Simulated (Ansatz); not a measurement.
# CH2Zr: the cost of one run

The runs use Ansatz 0.2.0, Gaussian basis; def2-TZVPP, core rule «outside noble gas», up to 5 orbitals frozen.

The runs, in order: UHF; CCSD(T) on ROHF; CCSD(T) on UHF; CCSDT(Q) on ROHF; CCSDT(Q) on UHF.

9 further runs of the same task are left out: 5 for a known fault of the program, 4 set aside as unsound or not needed.

### Step 1. What is computed

The geometry is a PBE0/def2-TZVP stationary point (not a proven minimum) of the parent state, kept for this charge and spin. No spin-orbit coupling is included. Elements past krypton take def2 core potentials.

4 atoms, charge 1, spin multiplicity 4.

Atoms are counted from 1 here; the program's logs count them from 0.

Bond lengths: Zr1–C2 1.958 Å, C2–H3 1.095 Å, C2–H4 1.095 Å. Angles: Zr1–C2–H3 123.1°, Zr1–C2–H4 123.1°, H3–C2–H4 113.7°.

### Step 2. UHF

File in.yaml:

```yaml
crystal:
  periodic: [false, false, false]
  atoms:
    - {symbol: Zr, position_ang: [0.000000, 0.000000, 0.272416]}
    - {symbol: C, position_ang: [0.000000, 0.000000, -1.685685]}
    - {symbol: H, position_ang: [0.000000, 0.916504, -2.284186]}
    - {symbol: H, position_ang: [0.000000, -0.916504, -2.284186]}
basis:
  gaussian: {orbitals: def2-TZVPP}
total_charge: 1
magnetization: {spin_polarized: true, initial_magnetization: 3}
hamiltonian: {xc: hf}
output: {orbitals: {seedname: orbitals}}
```

Launch:

```sh
$ ansatz run in.yaml --threads 1 --pin off --events-out ev --progress --plain --max-ram 4096MiB --backend cpu
```

What time and memory should one allow on 1 thread of AMD EPYC 7R13, shared host?

About 14 s, with a peak of 0.25 GiB.
